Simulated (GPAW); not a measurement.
# In3Cu (P6_3/mmc) in GPAW: reference runs

How does In3Cu come out in PBEsol? The cell is run as given.

Everything below comes from runs of GPAW 26.7.0. Logs are shortened: lines on timing, memory, paths and dates and some standing lists are left out, and cuts for length are marked. The log counts tension as positive stress, the text compression.

## (1) Starting point

The structure is hexagonal, space group P6_3/mmc (No. 194). The conventional cell has a = 7.048 Å, b = 7.048 Å, c = 4.429 Å, α = 90.00°, β = 90.00°, γ = 120.00°. Around In (site symmetry mm2) lie 2 Cu at 2.90 Å and 6 In at 3.12 to 3.23 Å. Around Cu (site symmetry -6m2) lie 6 In at 2.90 Å.

The cell comes from a database or a generator and needn't be the stable form of this composition.

## (2) Single point, PBEsol

Contents of run.py:

```python
from ase import Atoms
from ase.dft.bandgap import bandgap
from ase.io import write
from ase.units import Bohr, GPa
from gpaw import GPAW, PW, setup_paths
from gpaw.elf import elf_from_dft_calculation

setup_paths.insert(0, '.')

atoms = Atoms(['In', 'In', 'In', 'In', 'In', 'In', 'Cu', 'Cu'],
              cell=[[7.0476179029, 0.0, 0.0],
                    [-3.5238089515, 6.1034161401, 0.0],
                    [0.0, 0.0, 4.42876]],
              scaled_positions=[[0.180497005, 0.36099401, 0.25],
                                [0.180497005, 0.819502995, 0.25],
                                [0.63900599, 0.819502995, 0.25],
                                [0.819502995, 0.63900599, 0.75],
                                [0.819502995, 0.180497005, 0.75],
                                [0.36099401, 0.180497005, 0.75],
                                [0.3333333333, 0.6666666667, 0.75],
                                [0.6666666667, 0.3333333333, 0.25]],
              pbc=True)

calc = GPAW(mode=PW(600),
            xc='PBEsol',
            kpts={'size': (5, 5, 6), 'gamma': True},
            occupations={'name': 'fermi-dirac', 'width': 0.05},
            nbands=78,
            convergence={'density': 1e-05, 'energy': 1e-05},
            maxiter=150,
            txt='gpaw.txt')
atoms.calc = calc
energy = atoms.get_potential_energy()
forces = atoms.get_forces()
stress = atoms.get_stress()
calc.write('gs.gpw')
write('result.traj', atoms)
print(f'Energy: {energy:.6f} eV')
print('Forces (eV/A):')
print(forces.round(4))
print('Stress (GPa):', (stress / GPa).round(3))
print('Fermi level:', round(calc.get_fermi_level(), 4), 'eV')
print(f'Gap: {bandgap(calc)[0]:.4f} eV, direct: {bandgap(calc, direct=True)[0]:.4f} eV')

# fields on the real-space grid
write('density.cube', atoms, data=calc.get_pseudo_density() * Bohr**3)
write('potential.cube', atoms, data=calc.get_electrostatic_potential())
write('elf.cube', atoms, data=elf_from_dft_calculation(calc).data)
```

Potentials or basis: PAW data sets generated in the run's folder for this functional, pw.

Launch:

```
$ gpaw-setup -f PBEsol Cu In
$ OMP_NUM_THREADS=1 python run.py
```

gpaw.txt:

```text
__  _  _
 | _ |_)|_||  |
 |__||  | ||/\| - 26.7.0

Input parameters:
  mode=PW(ecut=600.0),
  convergence={'density': 1e-05, 'energy': 1e-05},
  kpts=MonkhorstPack(size=(5, 5, 6), gamma=True),
  maxiter=150,
  nbands=78,
  occupations=Occupations(name='fermi-dirac', width=0.05),
  xc=XC(name='PBEsol')

Diagonalizing LCAO Hamiltonian
Converting LCAO to pw mode

             Cu
                     In
                In     In
          In     In
            In
                    Cu

Atoms  # Å, Bohr magnetons
|   | symbol |         x |        y |        z |    initial magnetic moments |
|---|--------|-----------|----------|----------|-----------------------------|
| 0 |     In | -0.000000 | 2.203297 | 1.107190 | ( 0.0000,  0.0000,  0.0000) |
| 1 |     In | -1.615698 | 5.001768 | 1.107190 | ( 0.0000,  0.0000,  0.0000) |
| 2 |     In |  1.615698 | 5.001768 | 1.107190 | ( 0.0000,  0.0000,  0.0000) |
| 3 |     In |  3.523809 | 3.900119 | 3.321570 | ( 0.0000,  0.0000,  0.0000) |
| 4 |     In |  5.139507 | 1.101648 | 3.321570 | ( 0.0000,  0.0000,  0.0000) |
| 5 |     In |  1.908111 | 1.101648 | 3.321570 | ( 0.0000,  0.0000,  0.0000) |
| 6 |     Cu | -0.000000 | 4.068944 | 3.321570 | ( 0.0000,  0.0000,  0.0000) |
| 7 |     Cu |  3.523809 | 2.034472 | 1.107190 | ( 0.0000,  0.0000,  0.0000) |

Unit cell  # Å
| periodic |         x |        y |        z |  lengths |     angles |
|----------|-----------|----------|----------|----------|------------|
|      yes |  7.047618 | 0.000000 | 0.000000 | 7.047618 |  90.000000 |
|      yes | -3.523809 | 6.103416 | 0.000000 | 7.047618 |  90.000000 |
|      yes |  0.000000 | 0.000000 | 4.428760 | 4.428760 | 120.000000 |

Number of symmetries: 12
Symmetry operations  # r_c * U_cc + t_c -> r_c
|    | kind |            matrix            |
|----|------|------------------------------|
|  0 |  σ   |  1, 1, 0,  0,-1, 0,  0, 0, 1 |
|  1 |  S6  |  1, 1, 0, -1, 0, 0,  0, 0,-1 |
|  2 |  E   |  1, 0, 0,  0, 1, 0,  0, 0, 1 |
|  3 |  C2  |  1, 0, 0, -1,-1, 0,  0, 0,-1 |
|  4 |  C2  |  0, 1, 0,  1, 0, 0,  0, 0,-1 |
|  5 |  C3  |  0, 1, 0, -1,-1, 0,  0, 0, 1 |
|  6 |  S6  |  0,-1, 0,  1, 1, 0,  0, 0,-1 |
|  7 |  σ   |  0,-1, 0, -1, 0, 0,  0, 0, 1 |
|  8 |  σ   | -1, 0, 0,  1, 1, 0,  0, 0, 1 |
|  9 |  i   | -1, 0, 0,  0,-1, 0,  0, 0,-1 |
| 10 |  C3  | -1,-1, 0,  1, 0, 0,  0, 0, 1 |
| 11 |  C2  | -1,-1, 0,  0, 1, 0,  0, 0,-1 |

BZ-sampling:
  Number of BZ points: 150
  Number of IBZ points: 24

  Monkhorst-Pack size: [5, 5, 6]
  Monkhorst-Pack shift: [0.0, 0.0, 0.08333333333333333]

K-points  # in reciprocal-cell coordinates
|     |                                coordinates |     weight |
|-----|--------------------------------------------|------------|
|   0 | (  0.00000000,   0.00000000,   0.00000000) | 0.00666667 |
|   1 | (  0.00000000,   0.00000000,   0.16666667) | 0.01333333 |
|   2 | (  0.00000000,   0.00000000,   0.33333333) | 0.01333333 |
|   3 | (  0.00000000,   0.00000000,   0.50000000) | 0.00666667 |
|   4 | (  0.20000000,   0.00000000,  -0.33333333) | 0.04000000 |
|   5 | (  0.20000000,   0.00000000,  -0.16666667) | 0.04000000 |
|   6 | (  0.20000000,   0.00000000,   0.00000000) | 0.04000000 |
|   7 | (  0.20000000,   0.00000000,   0.16666667) | 0.04000000 |
|   8 | (  0.20000000,   0.00000000,   0.33333333) | 0.04000000 |
|   9 | (  0.20000000,   0.00000000,   0.50000000) | 0.04000000 |
| ... |                                            |            |
|  23 | (  0.40000000,   0.40000000,   0.50000000) | 0.04000000 |

Plane wave coefficients: 6385
Cutoff: 600.0 eV

Spin-components: 1 (collinear spins)
Bands:           78
Projectors:      48
Spin-degeneracy: 2
Datatype:        complex128

Parallelization:
  kpt:    1
  domain: 1
  band:   1

Density:
  Valence electrons: 100.0
  Components: 1
  Grid points: [40 40 27]
  Charge: 0.0  # |e|

Potential:
  Grid points: [40 40 27]

species:
  In:
    name:    Indium
    Z:       49.0
    valence: 13
    core:    36
    charge:  0.0  # [|e|]
    compensation charges:
      type: gauss
      rc: 0.36  # [Å]
      lmax: 2
    cutoffs:
      filter: 2.09  # [Å]
      core: 2.48  # [Å]
    projectors
    | kind |    occ | energy [eV] | rcut [Å] |
    |------|--------|-------------|----------|
    |   5s |  2.000 |      -8.248 |    1.185 |
    |   5p |  1.000 |      -2.521 |    1.244 |
    |   4d | 10.000 |     -18.596 |    1.148 |
    |    s |        |      18.964 |    1.185 |
    |    p |        |      24.691 |    1.244 |
    |    d |        |       8.615 |    1.148 |

    Using partial waves for In as LCAO basis

  Cu:
    name:    Copper
    Z:       29.0
    valence: 11
    core:    18
    charge:  0.0  # [|e|]
    compensation charges:
      type: gauss
      rc: 0.33  # [Å]
      lmax: 2
    cutoffs:
      filter: 2.06  # [Å]
      core: 2.43  # [Å]
    projectors
    | kind |    occ | energy [eV] | rcut [Å] |
    |------|--------|-------------|----------|
    |   4s |  1.000 |      -4.607 |    1.164 |
    |   4p |  0.000 |      -0.637 |    1.164 |
    |   3d | 10.000 |      -5.060 |    1.058 |
    |    s |        |      22.604 |    1.164 |
    |    p |        |      26.574 |    1.164 |
    |    d |        |      22.151 |    1.058 |

    Using partial waves for Cu as LCAO basis

Reference energy: -1049384.616317  # eV

eigensolver:
  PPCG
  Converge bands: occupied
  niter=2

density mixing:
  MSR1-Mixer
  Pratt-step length: 0.05
  Maximum mixing coefficient: 0.75
  Old densities: 10
  SVD Regularization: 0.005
  Good broyden scale: 1.0
  Trust region scale: 1.0
  Backstep threshold: 4.0
  History deletion threshold: 6.0
  Fourier metric: weight=20.0, sigma=0.015

occupation numbers:
  Fermi-Dirac:
    width: 0.0500  # eV

poisson solver:
  ecut: 4800.0  # eV

xc functional:
  name: PBEsol with 2 nearest neighbor stencil

convergence criteria:
- Maximum integral of absolute [dens]ity change: 1e-05 electrons / valence electron
- Maximum [total energy] change in last 3 cyles: 1e-05 eV / valence electron
- Maximum integral of absolute [eigenst]ate change: 4e-08 eV^2 / valence electron
maximum number of iterations: 150

SCF iterations
|iter     | |      energy | eigst |  dens |
|---------|-|-------------|-------|-------|
|iter:   1| |  -28.289766 | +0.07 |       |
|iter:   2| |  -27.061689 | -1.52 | -1.25 |
|iter:   3| |  -26.497090 | -2.08 | -1.40 |
|iter:   4| |  -26.322660 | -2.18 | -1.59 |
|iter:   5| |  -26.289826 | -3.26 | -1.92 |
|iter:   6| |  -26.269502 | -3.31 | -2.15 |
|iter:   7| |  -26.269432 | -4.45 | -2.99 |
|iter:   8| |  -26.269331c| -5.12 | -3.48 |
|iter:   9| |  -26.269343c| -5.81 | -3.89 |
|iter:  10| |  -26.269344c| -6.39 | -4.27 |
|iter:  11| |  -26.269344c| -7.31 | -4.85 |
|iter:  12| |  -26.269344c| -7.50c| -5.20c|

Converged in 12 steps
Energy contributions relative to reference atoms: (reference = -1049384.616317)

Energy contributions:
  Kinetic:          31.362532
  Coulomb:         -32.207467
  Zero:              0.999430
  External:          0.000000
  Xc:              -26.409202
  Entropy:          -0.029273
  Spinorbit:         0.000000
  ----------------------------
  Free energy:     -26.283980
  Extrapolated:    -26.269344

dipole moment: (-0.000003, -0.000005, -0.000004)  # |e|*Ang

Fermi level: 6.346
Eigenvalues  # (at kpt = [0.000, 0.000, 0.000])
| band index |      eig [eV] | occ [0-2] |
|------------|---------------|-----------|
|          0 |        -8.250 |     2.000 |
|        ... |               |           |
|         40 |         3.641 |     2.000 |
|         41 |         3.841 |     2.000 |
|         42 |         3.841 |     2.000 |
|         43 |         3.944 |     2.000 |
|         44 |         3.960 |     2.000 |
|         45 |         4.050 |     2.000 |
[... 8 lines left out ...]
|         54 |         9.168 |     0.000 |
|         55 |         9.493 |     0.000 |
|        ... |               |           |
|         77 |        17.756 |     0.000 |

No gap
No difference between direct/indirect transitions

Forces  # eV/Ang
|        x |        y |        z |
|----------|----------|----------|
| -0.00000 |  0.13705 | -0.00003 |  # In   0
|  0.11869 | -0.06853 | -0.00003 |  # In   1
| -0.11869 | -0.06853 | -0.00003 |  # In   2
|  0.00000 | -0.13705 |  0.00003 |  # In   3
| -0.11869 |  0.06853 |  0.00003 |  # In   4
|  0.11869 |  0.06853 |  0.00003 |  # In   5
|  0.00000 | -0.00000 |  0.00002 |  # Cu   6
|  0.00000 |  0.00000 | -0.00002 |  # Cu   7

Stress tensor  # eV/Ang^3
|        x |         y |         z |
|----------|-----------|-----------|
| 0.019698 |  0.000000 |  0.000000 |
| 0.000000 |  0.019698 | -0.000000 |
| 0.000000 | -0.000000 |  0.036122 |

# Writing to gs.gpw (mode='')
```

stdout:

```text
Energy: -26.269344 eV
Forces (eV/A):
[[-0.      0.1371 -0.    ]
 [ 0.1187 -0.0685 -0.    ]
 [-0.1187 -0.0685 -0.    ]
 [ 0.     -0.1371  0.    ]
 [-0.1187  0.0685  0.    ]
 [ 0.1187  0.0685  0.    ]
 [ 0.     -0.      0.    ]
 [ 0.      0.     -0.    ]]
Stress (GPa): [ 3.156  3.156  5.787 -0.     0.     0.   ]
Fermi level: 6.3465 eV
Gap: 0.0000 eV, direct: 0.0000 eV
```

Run time: 8.6 min. Hardware: 1 thread of Arm Neoverse N1, shared host; peak memory 0.46 GiB.

What came out:

* Free energy: -26.2840 eV
* Pressure: -4.0 GPa
* Largest force: 0.137 eV/Å
* Band gap on the k mesh: none (metal or under the smearing width)

Forces in eV/Å, atoms in the order of the input:
```
In   0.000  0.137  0.000
In   0.119 -0.069  0.000
In  -0.119 -0.069  0.000
In   0.000 -0.137  0.000
In  -0.119  0.069  0.000
In   0.119  0.069  0.000
Cu   0.000  0.000  0.000
Cu   0.000  0.000  0.000
```

Stress tensor (GPa, compression positive):
```
-3.16  0.00  0.00
 0.00 -3.16  0.00
 0.00  0.00 -5.79
```

Levels at points of the mesh, in eV from the Fermi level:
| k point | band 46 | band 47 | band 48 | band 49 | band 50 | band 51 | band 52 | band 53 | band 54 | band 55 |
| --- | --- | --- | --- | --- | --- | --- | --- | --- | --- | --- |
| (0.00, 0.00, 0.00) | -2.30 | -2.30 | -1.33 | 0.52 | 2.54 | 2.54 | 2.57 | 2.67 | 2.67 | 2.82 |
| (0.00, 0.00, 0.50) | -2.23 | -2.23 | -2.23 | -1.55 | -1.55 | -1.55 | -1.55 | -0.99 | -0.99 | 5.07 |

Caveat: with this Cu data set, volumes or pressures lay over 1.5 % or 2 GPa off other programs in two to four cells of ten.
